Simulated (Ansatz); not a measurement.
# AlH₇SiSn: a ladder of functionals and wavefunction methods

The task here is to estimate one member of a computed series from the others.

Method: functionals in def2-TZVPP, the program's frozen cores in correlated methods; program: Ansatz 0.2.0, Gaussian basis.

Levels to be run: LDA (SPW92), PBE-D4, revPBE-D4, BLYP-D4, r2SCAN-D4, B97M-V, PBE0-D4, B3LYP-D4, r2SCANh-D4, r2SCAN0-D4, HSE06-D4, BHLYP-D4, CAM-B3LYP-D4, LC-ωPBE, ωB97X-V, ωB97M-V, B2PLYP, PBE-QIDH; CCSD(T)/def2-SVP; CCSD(T)/def2-TZVPP; MP2/def2-QZVPP; extrapolation to the limit; RPA on PBE.

## The geometry

An earlier PBE0-D4 in a triple-zeta def2 set relaxation fixed the geometry. Sn takes the def2 core potential; no spin-orbit term is included.

SMILES `[SiH3][AlH][SnH3]`, 10 atoms, charge 0, spin multiplicity 1.

Atoms are counted from 1 here; the program's logs count them from 0.

Bond lengths: Si1–Al2 2.456 Å, Si1–H4 1.492 Å, Si1–H5 1.489 Å, Si1–H6 1.492 Å, Al2–Sn3 2.662 Å, Al2–H7 1.590 Å, Sn3–H8 1.713 Å, Sn3–H9 1.712 Å, Sn3–H10 1.713 Å. Angles: Al2–Si1–H4 109.8°, Al2–Si1–H5 114.3°, Al2–Si1–H6 109.8°, H4–Si1–H5 107.9°, H4–Si1–H6 106.9°, H5–Si1–H6 107.8°, Si1–Al2–Sn3 119.8°, Si1–Al2–H7 121.6°, Sn3–Al2–H7 118.6°, Al2–Sn3–H8 112.0°, Al2–Sn3–H9 113.4°, Al2–Sn3–H10 111.9°, H8–Sn3–H9 106.4°, H8–Sn3–H10 106.2°, H9–Sn3–H10 106.4°.

The first run:

in.yaml

```yaml
crystal:
  periodic: [false, false, false]
  atoms:
    - {symbol: Si, position_ang: [-1.727607, 1.016859, -0.987444]}
    - {symbol: Al, position_ang: [0.630941, 0.366064, -0.771792]}
    - {symbol: Sn, position_ang: [1.403794, -1.143735, 1.279557]}
    - {symbol: H, position_ang: [-2.584512, -0.202661, -1.056026]}
    - {symbol: H, position_ang: [-2.025795, 1.852509, -2.183846]}
    - {symbol: H, position_ang: [-2.154543, 1.780133, 0.221460]}
    - {symbol: H, position_ang: [1.723199, 0.824470, -1.833143]}
    - {symbol: H, position_ang: [2.607999, -0.374345, 2.224606]}
    - {symbol: H, position_ang: [0.128429, -1.541490, 2.349762]}
    - {symbol: H, position_ang: [2.081396, -2.629005, 0.759769]}
basis:
  gaussian: {orbitals: def2-TZVPP}
hamiltonian: {xc: lda}
output: {orbitals: {seedname: orbitals}}
```

The run is started by

```
$ ansatz run in.yaml --threads 2 --pin off --events-out ev --progress --plain --max-ram 4352MiB
```

Steps of the session up to this table: LDA; PBE-D4 (GGA); revPBE-D4 (GGA); BLYP-D4 (GGA); r2SCAN-D4 (meta-GGA); B97M-V (meta-GGA); B3LYP-D4 (hybrid); r2SCANh-D4 (hybrid); r2SCAN0-D4 (hybrid); HSE06-D4 (hybrid); BHLYP-D4 (hybrid); CAM-B3LYP-D4 (range-separated); LC-ωPBE (range-separated); ωB97X-V (range-separated); ωB97M-V (range-separated); B2PLYP (double hybrid); PBE-QIDH (double hybrid).

One table of the session follows, with a row left open; its other results are not shown here.

It belongs to the step «Frontier levels by functional». 

| functional | HOMO (eV) | LUMO (eV) | gap (eV) |
| --- | --- | --- | --- |
| LDA (SPW92) | -6.30 | -3.41 | 2.90 |
| PBE-D4 | -6.21 | -3.23 | 2.98 |
| revPBE-D4 | -6.17 | -3.14 | 3.03 |
| BLYP-D4 | -6.06 | -3.09 | 2.97 |
| r2SCAN-D4 | -6.43 | -3.04 | 3.39 |
| B97M-V | -6.50 | -3.22 | 3.28 |
| PBE0-D4 | -7.16 | -2.50 | 4.66 |
| B3LYP-D4 | -6.98 | -2.67 | 4.31 |
| r2SCANh-D4 | -6.78 | -2.79 | 3.99 |
| r2SCAN0-D4 | -7.31 | -2.41 | 4.90 |
| HSE06-D4 | -6.78 | -2.87 | 3.91 |
| BHLYP-D4 | -8.01 | -1.70 | 6.31 |
| CAM-B3LYP-D4 | -8.33 | -1.52 | 6.81 |
| LC-ωPBE | ? | ? | ? |
| ωB97X-V | -9.27 | -0.61 | 8.67 |
| ωB97M-V | -9.05 | -0.86 | 8.19 |

**Question.** Estimate the row for LC-ωPBE.

**Answer.** HOMO (eV): -9.57; LUMO (eV): -0.49; gap (eV): 9.08. In the column «HOMO (eV)» it is the lowest.
